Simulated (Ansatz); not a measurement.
**AlBr3: how energies converge with the basis set**

An exercise on one series of results from a longer session: the logs are not shown, and one member is left open.

Program: Ansatz 0.2.0, Gaussian basis. Level of theory: one geometry, several basis sets. These are calculated values, not measurements.

Levels to be run: PBE0-D4/def2-SVP; ωB97M-V/def2-SVP; PBE0-D4/def2-QZVPP; ωB97M-V/def2-QZVPP; the functionals' def2-TZVPP values are taken from earlier runs.

**The geometry**

The geometry comes from an earlier relaxation with PBE0-D4 in a triple-zeta def2 set; it is a stationary point.

4 atoms, charge 0, spin multiplicity 1.

Atoms are counted from 1 here; the program's logs count them from 0.

Bond lengths: Br1–Al2 2.229 Å, Al2–Br3 2.229 Å, Al2–Br4 2.229 Å. Angles: Br1–Al2–Br3 120.0°, Br1–Al2–Br4 120.0°, Br3–Al2–Br4 120.0°.

Set-up of the first run:

Contents of in.yaml:

```yaml
crystal:
  periodic: [false, false, false]
  atoms:
    - {symbol: Br, position_ang: [0.810704, 0.430105, 2.028376]}
    - {symbol: Al, position_ang: [0.013772, -0.015085, -0.004994]}
    - {symbol: Br, position_ang: [-0.132625, -2.125374, -0.707250]}
    - {symbol: Br, position_ang: [-0.636251, 1.650054, -1.336432]}
basis:
  gaussian: {orbitals: def2-SVP}
hamiltonian: {xc: pbe0, dispersion: d4}
output: {orbitals: {seedname: orbitals}}
```

Run with:

```
ansatz run in.yaml --threads 4 --pin off --events-out ev --progress --plain --max-ram 10444MiB
```

Steps of the session up to this table: PBE0-D4 in def2-SVP; ωB97M-V in def2-SVP; PBE0-D4 in def2-QZVPP; ωB97M-V in def2-QZVPP.

One of the session's tables, all rows but one given; the rest of the session is left out.

It belongs to the step «Functionals by basis». 

| functional | basis | HOMO (eV) | LUMO (eV) |
| --- | --- | --- | --- |
| PBE0-D4 | def2-SVP | ? | ? |
| PBE0-D4 | def2-TZVPP | -8.64 | -1.56 |
| PBE0-D4 | def2-QZVPP | -8.65 | -1.62 |
| ωB97M-V | def2-SVP | -10.70 | 0.34 |
| ωB97M-V | def2-TZVPP | -10.82 | 0.19 |
| ωB97M-V | def2-QZVPP | -10.84 | 0.01 |

Q: Estimate the row for PBE0-D4, def2-SVP from the others.

As computed: HOMO (eV): -8.55; LUMO (eV): -1.42. In the column «HOMO (eV)» it is the highest.
